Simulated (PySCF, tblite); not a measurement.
# C3H11FO2Si2: geometry, infrared bands and NMR shifts

What infrared bands and NMR shifts should C3H11FO2Si2 (`CO[Si@@H](CF)O[SiH2]C`) show?

Computed with tblite 0.8.0 and PySCF 2.14.0, with density-fitted response routines of our own, on a single molecule in the gas phase. Atoms count from 0, in the outputs and in this text.

**1. The starting structure**

19 atoms, charge 0, multiplicity 1; geometry from: force field or distance geometry start.

Bonds of the start (Å): C0–O1 1.40, O1–Si2 1.72, Si2–C3 1.88, C3–F4 1.36, Si2–O5 1.71, O5–Si6 1.72, Si6–C7 1.87, C0–H8 1.12, C0–H9 1.11, C0–H10 1.10, Si2–H11 1.48, C3–H12 1.11, C3–H13 1.11, Si6–H14 1.47, Si6–H15 1.45, C7–H16 1.10, C7–H17 1.10, C7–H18 1.11.

**2. Relaxing the molecule with GFN2-xTB**

What the job is given:

```
{"job": {"kind": "relax", "xc": "GFN2-xTB", "basis": "xTB"}, "charge": 0, "multiplicity": 1}
C     -2.849600    -0.955400     0.187400
O     -2.034900    -0.766300    -0.932300
Si    -0.657300     0.196000    -0.572900
C     -1.145400     1.910200     0.020600
F     -0.922500     2.860900    -0.922100
O      0.369400    -0.529500     0.589600
Si     1.805400    -1.047900    -0.211500
C      3.235900    -0.131400     0.579700
H     -3.820200    -1.361800    -0.193100
H     -3.025800     0.014700     0.686500
H     -2.399600    -1.721400     0.829300
H      0.041200     0.412800    -1.855000
H     -2.200100     1.969600     0.359000
H     -0.483400     2.132100     0.877600
H      1.970000    -2.496600    -0.038200
H      1.667000    -0.654000    -1.597000
H      4.163300    -0.261900     0.008700
H      2.973800     0.931700     0.551300
H      3.302700    -0.492600     1.624800
```

Launch:

```sh
> OMP_NUM_THREADS=1 python probes_run.py task.json out
```

The driver reads the jobs from task.json and runs them one after another.

**Question.** This job is followed by: GFN2-xTB harmonic vibrations, gas phase; GIAO PBE0/pcSseg-1 NMR shielding, non-relativistic, gas phase. Predict these results of the whole session: strongest single infrared mode (GFN2-xTB); zero-point energy (GFN2-xTB); 13C shifts against TMS (PBE0/pcSseg-1); 1H shifts against TMS (PBE0/pcSseg-1, means over atoms taken as alike); 17O shifts against H2O (PBE0/pcSseg-1); 29Si shifts against TMS (PBE0/pcSseg-1); 19F shifts against CFCl3 (PBE0/pcSseg-1); surface potential, 1st and 99th percentile.

As calculated:

| quantity | value |
| --- | --- |
| strongest single infrared mode (GFN2-xTB) | 1078 cm⁻¹, 762 km/mol |
| zero-point energy (GFN2-xTB) | 85.7 kcal/mol |
| 13C shifts against TMS (PBE0/pcSseg-1) | 80.1, 52.2, 0.0 ppm |
| 1H shifts against TMS (PBE0/pcSseg-1, means over atoms taken as alike) | 5.33, 5.31, 5.02, 4.60, 4.57, 3.93, 0.42 ppm |
| 17O shifts against H2O (PBE0/pcSseg-1) | 57.4, 28.6 ppm |
| 29Si shifts against TMS (PBE0/pcSseg-1) | -18.4, -40.5 ppm |
| 19F shifts against CFCl3 (PBE0/pcSseg-1) | -319.0 ppm |
| surface potential, 1st and 99th percentile | -1.07 V and 1.07 V |

**Reading.** The optimisation took 229 steps and gained 1.414 eV; among the close pairs (by a distance rule), O1–Si2 changed most, from 1.718 to 1.618 Å. All 51 modes are real, so the xTB geometry is a minimum. The strongest single mode, at 1078 cm⁻¹, moves mainly O5. GFN2-xTB is a fitted tight-binding method: band positions and strengths are rough. Its intensities can rank the bands wrongly. The most deshielded carbon is C3 (sp3 CH2 bonded to F and Si), at 80.1 ppm: pulled downfield by the heteroatom. At PBE0/pcSseg-1: Shielding is most anisotropic at O1 (span 127 ppm, paramagnetic term -92 ppm).
